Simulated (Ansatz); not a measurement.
# Si: the cost of one run

Program: Ansatz 0.2.0. Level of theory: DFT LDA, scalar-relativistic, plane waves, PAW. These are calculated values, not measurements.

## (1) The starting structure

Symmetry: P6/mmm, No. 191, hexagonal system. The conventional cell has a = 2.621 Å, b = 2.621 Å, c = 2.466 Å, α = 90.00°, β = 90.00°, γ = 120.00°. Si (site symmetry 6/mmm) has 8 Si at 2.47 to 2.62 Å as nearest neighbours.

As a file:

```
CELL_PARAMETERS angstrom
2.62054 0.00000 0.00000
-1.31027 2.26946 0.00000
0.00000 0.00000 2.46635
ATOMIC_POSITIONS crystal
Si 0.00000 0.00000 0.00000
```

It goes back to an entry of the Materials Project, which need not be the stable form.

No relaxation comes first: the listed cell is the starting point.

## (2) The reference cell

Reference values: F = -608.4278 eV; pressure -0.81 GPa; largest force 0.000 eV/Å; gap on the mesh none (metal). It was computed beforehand with the settings of the runs below.

## (3) Next: an axial (c/a) deformation path

At fixed volume and fractional coordinates, lengths along (0.000, 0.000, 1.000) are scaled against those across it; ρ is that ratio over its starting value.

## (4) ρ = 0.850

Contents of input.yaml:

```yaml
crystal:
  lattice:
    - [2.7664210749, 0.0, 0.0]
    - [-1.3832105375, 2.3957909284, 0.0]
    - [0.0, 0.0, 2.2131020013]
  atoms:
    - { symbol: Si, position: [0.0, 0.0, 0.0] }
basis:
  ecutwfc: 420
kpoints:
  mp_grid: { grid: [24, 24, 22] }
hamiltonian:
  xc: lda
scf:
  occupations: { method: gaussian, width: 0.15 }
output:
  forces: true
  stress: true
  eigenvalues: true
```

Command:

```bash
$ ansatz run input.yaml --threads 1 --pin off --max-ram 2560MiB --backend cpu --events-out ev --progress --plain --runs-dir out
```

What time and memory should one allow on 1 thread of Intel Xeon at 2.50GHz (Skylake/Cascade Lake), shared host?

About 11 s, with a peak of 0.38 GiB.
